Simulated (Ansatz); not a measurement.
# MgBrCl (SMILES [Cl][Mg][Br]): one structure at several levels

The task here is to estimate one member of a computed series from the others.

Method: single points in def2-TZVPP; program: Ansatz 0.2.0, Gaussian basis.

Cores are frozen in the correlated methods. Filled d shells of the heavier atoms are correlated. The outer core shell of Li, Na, Mg and K is correlated.

### The system as given

SMILES `[Cl][Mg][Br]`, 3 atoms, charge 0, spin multiplicity 1.

Atoms are counted from 1 here; the program's logs count them from 0.

Bond lengths: Cl1–Mg2 2.007 Å, Mg2–Br3 2.413 Å. Angles: Cl1–Mg2–Br3 174.4°.

Coordinates:

```
Cl    0.86460    1.78460    0.66330
Mg    0.00020    0.06280    0.10110
Br   -0.82520   -2.10370   -0.56650
```

The first run:

run/in.yaml reads:

```yaml
crystal:
  periodic: [false, false, false]
  atoms:
    - {symbol: Cl, position_ang: [0.864600, 1.784600, 0.663300]}
    - {symbol: Mg, position_ang: [0.000200, 0.062800, 0.101100]}
    - {symbol: Br, position_ang: [-0.825200, -2.103700, -0.566500]}
basis:
  gaussian: {orbitals: def2-TZVPP}
correlation: {method: ccsd_t}
output: {forces: true}
```

No record of the launch command was kept for these runs.

Steps of the session up to this table: CCSD(T)/def2-TZVPP; PBE0-D4/def2-TZVPP; wB97M-V/def2-TZVPP; r2SCAN-D4/def2-TZVPP; PBE-D4/def2-TZVPP; BLYP-D4/def2-TZVPP; CAM-B3LYP-D4/def2-TZVPP.

One of the session's tables, all rows but one given; the rest of the session is left out.

| method | RMS force component (eV/Å) | angle to CCSD(T) forces (°) | dipole (D) |
| --- | --- | --- | --- |
| CCSD(T) | 1.692 | reference | 1.04 |
| PBE0-D4 | 1.634 | 1.1 | 1.00 |
| wB97M-V | 1.661 | 0.9 | 1.06 |
| r2SCAN-D4 | 1.657 | 0.6 | 1.01 |
| PBE-D4 | 1.662 | 1.3 | 0.93 |
| BLYP-D4 | 1.689 | 2.6 | 0.93 |
| CAM-B3LYP-D4 | ? | ? | ? |

Estimate the missing values for CAM-B3LYP-D4.

The run gave: RMS force component (eV/Å): 1.617; angle to CCSD(T) forces (°): 2.3; dipole (D): 1.04. In the column «RMS force component (eV/Å)» it is the lowest.
